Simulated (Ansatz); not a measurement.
Relaxation of a periodic cell of 17 atoms, Si6NO10 (host SiO2, host structure R32, dopant N, one O atom removed), cell charge -1, to a largest force component of 0.03 eV/Å in at most 60 steps.

Computed with DFT PBEsol, scalar-relativistic, plane waves, PAW in Ansatz 0.2.0. Settings: PAW set soft_1, cutoff 420 eV, k mesh 2x2x2, fermi-dirac smearing 0.05 eV, no spin polarisation.

```xyz
17
Lattice="-3.9756 -2.2953 5.2331 3.9756 -2.2953 5.2331 0.0000 4.5906 5.2331" Properties=species:S:1:pos:R:3:forces:R:3
Si 1.798 -0.061 3.947 -0.53 3.67 4.35
Si -0.880 1.473 3.998 3.33 -0.11 -7.38
Si -0.858 -1.460 3.904 0.78 0.19 0.36
O -1.486 0.008 3.945 -1.30 -2.29 0.48
O 0.770 -1.287 3.911 -1.24 -1.91 -0.27
O 0.787 1.317 3.943 0.58 -1.45 0.51
O -1.360 2.300 7.832 1.19 0.21 1.66
O -1.339 -2.259 7.858 1.54 -0.23 -2.59
N 2.681 -0.029 7.848 -0.91 -0.26 -0.13
Si 1.720 0.060 11.786 -0.95 -2.70 -2.92
Si -0.853 1.512 11.776 -1.38 -1.36 0.12
Si -0.846 -1.513 11.762 -3.41 -1.69 -0.08
O -1.515 0.000 11.783 0.15 1.94 -0.50
O 0.711 -1.297 11.758 4.36 1.98 -0.76
O 0.747 1.328 11.796 0.61 0.93 -0.18
O -1.258 2.260 5.206 -2.90 3.30 7.34
O -1.323 -2.253 5.233 0.08 -0.21 0.00
```

Task: Where does it end, and by what steps?

Result: The run converged. Limits of this set-up: PAW files made for another functional, charged cell in a uniform background, uncorrected. After 6 steps the energy has fallen by 2.155 eV; N9 moved furthest, 0.29 Å.

```json
{"step": "0", "energy less start (eV)": "0.0000", "largest force component (eV/Å)": "7.383", "accepted": "yes"}
{"step": "1", "energy less start (eV)": "-1.2513", "largest force component (eV/Å)": "4.606", "accepted": "yes"}
{"step": "2", "energy less start (eV)": "-2.0051", "largest force component (eV/Å)": "0.635", "accepted": "yes"}
{"step": "3", "energy less start (eV)": "-2.1064", "largest force component (eV/Å)": "0.408", "accepted": "yes"}
{"step": "4", "energy less start (eV)": "-2.1506", "largest force component (eV/Å)": "0.121", "accepted": "yes"}
{"step": "5", "energy less start (eV)": "-2.1536", "largest force component (eV/Å)": "0.066", "accepted": "yes"}
{"step": "6", "energy less start (eV)": "-2.1546", "largest force component (eV/Å)": "0.025", "accepted": "yes"}
```

```xyz
17
Lattice="-3.9756 -2.2953 5.2331 3.9756 -2.2953 5.2331 0.0000 4.5906 5.2331" Properties=species:S:1:pos:R:3
Si 1.810 0.106 4.156
Si -0.889 1.519 3.794
Si -0.796 -1.465 3.976
O -1.492 -0.014 4.000
O 0.833 -1.262 4.079
O 0.767 1.351 3.926
O -1.310 2.285 7.880
O -1.240 -2.347 8.014
N 2.529 -0.139 7.631
Si 1.725 -0.028 11.743
Si -0.833 1.486 11.860
Si -0.981 -1.531 11.591
O -1.547 0.042 11.692
O 0.699 -1.291 11.569
O 0.790 1.312 11.841
O -1.290 2.311 5.209
O -1.279 -2.238 5.323
```

Run time: 44 s on 1 thread of Arm Neoverse V1 (shared host), peak memory 0.49 GiB.
